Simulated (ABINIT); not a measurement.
# InSb3 (Pm-3m) in ABINIT: single point with RPBE

Aim: the single point of InSb3 with RPBE.

Everything below comes from runs of ABINIT 10.8.3 (patched build). Logs are shortened: lines on timing, memory, paths and dates and some standing lists are left out, and cuts for length are marked. The log counts tension as positive stress, the text compression.

## Step 1: Starting point

It takes space group Pm-3m (No. 221, cubic). The conventional cell has a = 4.806 Å, b = 4.806 Å, c = 4.806 Å, α = 90.00°, β = 90.00°, γ = 90.00°. Around Sb (site symmetry 4/mmm) lie 8 Sb at 3.40 Å and 4 In at 3.40 Å. Around In (site symmetry m-3m) lie 12 Sb at 3.40 Å.

The cell comes from a database or a generator and needn't be the stable form of this composition.

## Step 2: Single point, RPBE

File run.abi:

```
# Pseudopotentials
pp_dirpath "./"
pseudos "Sb.upf, In.upf"

# Structure
acell 9.0827172844 9.0827172844 9.0827172844
rprim
     1.0000000000     0.0000000000     0.0000000000
     0.0000000000     1.0000000000     0.0000000000
     0.0000000000     0.0000000000     1.0000000000
ntypat 2
znucl 51 49
natom 4
typat 1 1 1 2
xcart
     2.4031835000     2.4031835000     0.0000000000
     0.0000000000     2.4031835000     2.4031835000
     2.4031835000     0.0000000000     2.4031835000
     0.0000000000     0.0000000000     0.0000000000 Angstrom

# Plane-wave basis
ecut 40.0

# k points
kptopt 1
ngkpt 4 4 4
nshiftk 1
shiftk 0.0 0.0 0.0

# Exchange and correlation
ixc 15

# Bands and occupations
nband 35
occopt 3
tsmear 0.05 eV

# SCF cycle
nstep 100
tolvrs 1.0e-10

# Output
iomode 3
prtwf 0
prtden 0
prteig 0
prtebands 0
enunit 1
```

Potentials or basis: Ansatz NC PBE.

Launch:

```console
abinit run.abi > log 2>&1
```

run.abo:

```text
[... set-up lines left out ...]
 ETOT  1  -269.94268094008    -2.699E+02 3.494E+00 1.060E+05
 ETOT  2  -333.77133713472    -6.383E+01 4.823E+00 9.430E+04
 ETOT  3  -345.47615768142    -1.170E+01 1.413E+00 3.079E+04
 ETOT  4  -348.76018177063    -3.284E+00 5.391E-01 1.303E+04
 ETOT  5  -349.70603998526    -9.459E-01 3.537E-01 7.750E+03
 ETOT  6  -350.11714847887    -4.111E-01 3.419E-01 5.372E+03
 ETOT  7  -350.58782389846    -4.707E-01 1.307E-01 2.633E+03
 ETOT  8  -350.75845395597    -1.706E-01 4.173E-02 1.695E+03
 ETOT  9  -350.90549199898    -1.470E-01 7.590E-02 8.738E+02
 ETOT 10  -351.06216750248    -1.567E-01 3.150E-02 1.950E+00
[... 34 lines left out ...]
 ETOT 45  -351.07454795779    -1.582E-09 5.032E-04 9.896E-07
 ETOT 46  -351.07454795880    -1.011E-09 4.567E-04 5.158E-07
 ETOT 47  -351.07454795949    -6.984E-10 3.744E-04 3.316E-08
 ETOT 48  -351.07454795992    -4.292E-10 3.437E-04 1.107E-08
 ETOT 49  -351.07454796022    -3.007E-10 2.816E-04 4.261E-09
 ETOT 50  -351.07454796042    -1.968E-10 2.617E-04 1.075E-10
 ETOT 51  -351.07454796053    -1.092E-10 2.145E-04 1.201E-09
 ETOT 52  -351.07454796063    -1.007E-10 2.019E-04 1.347E-10
 ETOT 53  -351.07454796069    -5.906E-11 1.656E-04 1.037E-09
 ETOT 54  -351.07454796072    -3.138E-11 1.580E-04 1.277E-11

 At SCF step   54       vres2   =  1.28E-11 < tolvrs=  1.00E-10 =>converged.

 Cartesian components of stress tensor (hartree/bohr^3)
  sigma(1 1)= -6.10447342E-05  sigma(3 2)=  0.00000000E+00
  sigma(2 2)= -6.10447342E-05  sigma(3 1)=  0.00000000E+00
  sigma(3 3)= -6.10447342E-05  sigma(2 1)=  0.00000000E+00

--- !ResultsGS
iteration_state: {dtset: 1, }
comment   : Summary of ground state results
lattice_vectors:
- [  9.0827173,   0.0000000,   0.0000000, ]
- [  0.0000000,   9.0827173,   0.0000000, ]
- [  0.0000000,   0.0000000,   9.0827173, ]
lattice_lengths: [   9.08272,    9.08272,    9.08272, ]
lattice_angles: [ 90.000,  90.000,  90.000, ] # degrees, (23, 13, 12)
lattice_volume:   7.4928560E+02
convergence: {deltae: -3.138E-11, res2:  1.277E-11, residm:  1.580E-04, diffor: null, }
etotal    :  -3.51074548E+02
entropy   :   0.00000000E+00
fermie    :   1.51587228E-01
cartesian_stress_tensor: # hartree/bohr^3
- [ -6.10447342E-05,   0.00000000E+00,   0.00000000E+00, ]
- [  0.00000000E+00,  -6.10447342E-05,   0.00000000E+00, ]
- [  0.00000000E+00,   0.00000000E+00,  -6.10447342E-05, ]
pressure_GPa:   1.7960E+00
xred      :
- [  5.0000E-01,   5.0000E-01,   0.0000E+00, Sb]
- [  0.0000E+00,   5.0000E-01,   5.0000E-01, Sb]
- [  5.0000E-01,   0.0000E+00,   5.0000E-01, Sb]
- [  0.0000E+00,   0.0000E+00,   0.0000E+00, In]
cartesian_forces: # hartree/bohr
- [ -0.00000000E+00,  -0.00000000E+00,  -0.00000000E+00, ]
- [ -0.00000000E+00,  -0.00000000E+00,  -0.00000000E+00, ]
- [ -0.00000000E+00,  -0.00000000E+00,  -0.00000000E+00, ]
- [ -0.00000000E+00,  -0.00000000E+00,  -0.00000000E+00, ]
force_length_stats: {min:   0.00000000E+00, max:   0.00000000E+00, mean:   0.00000000E+00, }
...

 Integrated electronic density in atomic spheres:
 ------------------------------------------------
 Atom  Sphere_radius  Integrated_density
    1        2.00000         11.18603514
    2        2.00000         11.18603514
    3        2.00000         11.18603514
    4        2.00000          9.90786250
================================================================================

 ----iterations are completed or convergence reached----

 Mean square residual over all n,k,spin=   85.263E-08; max=  15.796E-05
 reduced coordinates (array xred) for    4 atoms
       0.500000000000      0.500000000000      0.000000000000
       0.000000000000      0.500000000000      0.500000000000
       0.500000000000      0.000000000000      0.500000000000
       0.000000000000      0.000000000000      0.000000000000
 rms dE/dt=  0.0000E+00; max dE/dt=  0.0000E+00; dE/dt below (all hartree)
    1       0.000000000000      0.000000000000      0.000000000000
    2       0.000000000000      0.000000000000      0.000000000000
    3       0.000000000000      0.000000000000      0.000000000000
    4       0.000000000000      0.000000000000      0.000000000000

 cartesian coordinates (angstrom) at end:
    1      2.40318349835928     2.40318349835928     0.00000000000000
    2      0.00000000000000     2.40318349835928     2.40318349835928
    3      2.40318349835928     0.00000000000000     2.40318349835928
    4      0.00000000000000     0.00000000000000     0.00000000000000

 cartesian forces (hartree/bohr) at end:
    1     -0.00000000000000    -0.00000000000000    -0.00000000000000
    2     -0.00000000000000    -0.00000000000000    -0.00000000000000
    3     -0.00000000000000    -0.00000000000000    -0.00000000000000
    4     -0.00000000000000    -0.00000000000000    -0.00000000000000
 frms,max,avg= 0.0000000E+00 0.0000000E+00   0.000E+00  0.000E+00  0.000E+00 h/b

 cartesian forces (eV/Angstrom) at end:
    1     -0.00000000000000    -0.00000000000000    -0.00000000000000
    2     -0.00000000000000    -0.00000000000000    -0.00000000000000
    3     -0.00000000000000    -0.00000000000000    -0.00000000000000
    4     -0.00000000000000    -0.00000000000000    -0.00000000000000
 frms,max,avg= 0.0000000E+00 0.0000000E+00   0.000E+00  0.000E+00  0.000E+00 e/A
 length scales=  9.082717284400  9.082717284400  9.082717284400 bohr
              =  4.806366996719  4.806366996719  4.806366996719 angstroms
 Fermi (or HOMO) energy (eV) =   4.12490   Average Vxc (eV)= -10.56690
 Eigenvalues (   eV  ) for nkpt=  10  k points:
 kpt#   1, nband= 35, wtk=  0.01563, kpt=  0.0000  0.0000  0.0000 (reduced coord)
 -25.02375  -25.02323  -25.02323  -25.02323  -24.96957  -24.96957  -24.96304  -24.96304
 -24.94729  -24.94729  -24.94729  -24.92512  -24.92512  -24.92512  -24.91079  -10.35977
 -10.35977  -10.34357  -10.34357  -10.34357   -7.82973   -3.09351   -3.09351    0.02576
   0.02576    0.02576    0.77180    4.78016    4.78016    4.78016    6.06110    6.06110
   6.06110    9.04926    9.06486
 prteigrs : prtvol=0 or 1, do not print more k-points.

--- !EnergyTerms
iteration_state     : {dtset: 1, }
comment             : Components of total free energy in Hartree
kinetic             :  2.15906625546681E+02
hartree             :  7.83405417034374E+01
xc                  : -9.80810285671974E+01
Ewald energy        : -2.12636439692324E+02
psp_core            :  1.46373636990034E+01
local_psp           : -1.75564648913799E+02
non_local_psp       : -1.73676219088196E+02
internal            : -3.51073805312395E+02
'-kT*entropy'       : -7.42648326492117E-04
total_energy        : -3.51074547960722E+02
total_energy_eV     : -9.55322512569238E+03
band_energy         : -3.17656200007100E+01
...

 Cartesian components of stress tensor (hartree/bohr^3)
  sigma(1 1)= -6.10447342E-05  sigma(3 2)=  0.00000000E+00
  sigma(2 2)= -6.10447342E-05  sigma(3 1)=  0.00000000E+00
  sigma(3 3)= -6.10447342E-05  sigma(2 1)=  0.00000000E+00

-Cartesian components of stress tensor (GPa)         [Pressure=  1.7960E+00 GPa]
- sigma(1 1)= -1.79599809E+00  sigma(3 2)=  0.00000000E+00
- sigma(2 2)= -1.79599809E+00  sigma(3 1)=  0.00000000E+00
- sigma(3 3)= -1.79599809E+00  sigma(2 1)=  0.00000000E+00

== END DATASET(S) ==============================================================
================================================================================

 -outvars: echo values of variables after computation  --------
            acell      9.0827172844E+00  9.0827172844E+00  9.0827172844E+00 Bohr
           etotal     -3.5107454796E+02
            fcart     -0.0000000000E+00 -0.0000000000E+00 -0.0000000000E+00
                      -0.0000000000E+00 -0.0000000000E+00 -0.0000000000E+00
                      -0.0000000000E+00 -0.0000000000E+00 -0.0000000000E+00
                      -0.0000000000E+00 -0.0000000000E+00 -0.0000000000E+00
           strten     -6.1044734241E-05 -6.1044734241E-05 -6.1044734241E-05
                       0.0000000000E+00  0.0000000000E+00  0.0000000000E+00
           xangst      2.4031834984E+00  2.4031834984E+00  0.0000000000E+00
                       0.0000000000E+00  2.4031834984E+00  2.4031834984E+00
                       2.4031834984E+00  0.0000000000E+00  2.4031834984E+00
                       0.0000000000E+00  0.0000000000E+00  0.0000000000E+00
             xred      5.0000000000E-01  5.0000000000E-01  0.0000000000E+00
                       0.0000000000E+00  5.0000000000E-01  5.0000000000E-01
                       5.0000000000E-01  0.0000000000E+00  5.0000000000E-01
                       0.0000000000E+00  0.0000000000E+00  0.0000000000E+00
 Calculation completed.
```

Run time: 10 min. Hardware: 1 thread of Arm Neoverse V1, shared host; peak memory 0.14 GiB.

What came out:

* Free energy: -9553.2251 eV
* Pressure: 1.8 GPa
* Band gap on the k mesh: none (metal or under the smearing width)
* Valence electrons inside the program's atomic spheres: Sb 11.19; In 9.91

Levels at points of the mesh, in eV from the Fermi level:
| k point | band 25 | band 26 | band 27 | band 28 | band 29 | band 30 | band 31 | band 32 | band 33 | band 34 |
| --- | --- | --- | --- | --- | --- | --- | --- | --- | --- | --- |
| (0.00, 0.00, 0.00) | -4.10 | -4.10 | -3.35 | 0.66 | 0.66 | 0.66 | 1.94 | 1.94 | 1.94 | 4.92 |
| (0.50, 0.00, 0.00) | -2.72 | -2.72 | -1.90 | -1.90 | -0.91 | -0.67 | 2.23 | 2.37 | 2.37 | 2.66 |
| (0.50, 0.50, 0.00) | -2.27 | -1.42 | -1.42 | -1.17 | -0.91 | -0.91 | -0.23 | 1.24 | 3.47 | 3.69 |
| (0.50, 0.50, 0.50) | -4.78 | -4.78 | -4.78 | -4.56 | 3.71 | 3.71 | 3.80 | 3.80 | 3.80 | 6.61 |

Caveat: the potentials were made for another functional, which shifts forces and pressure.
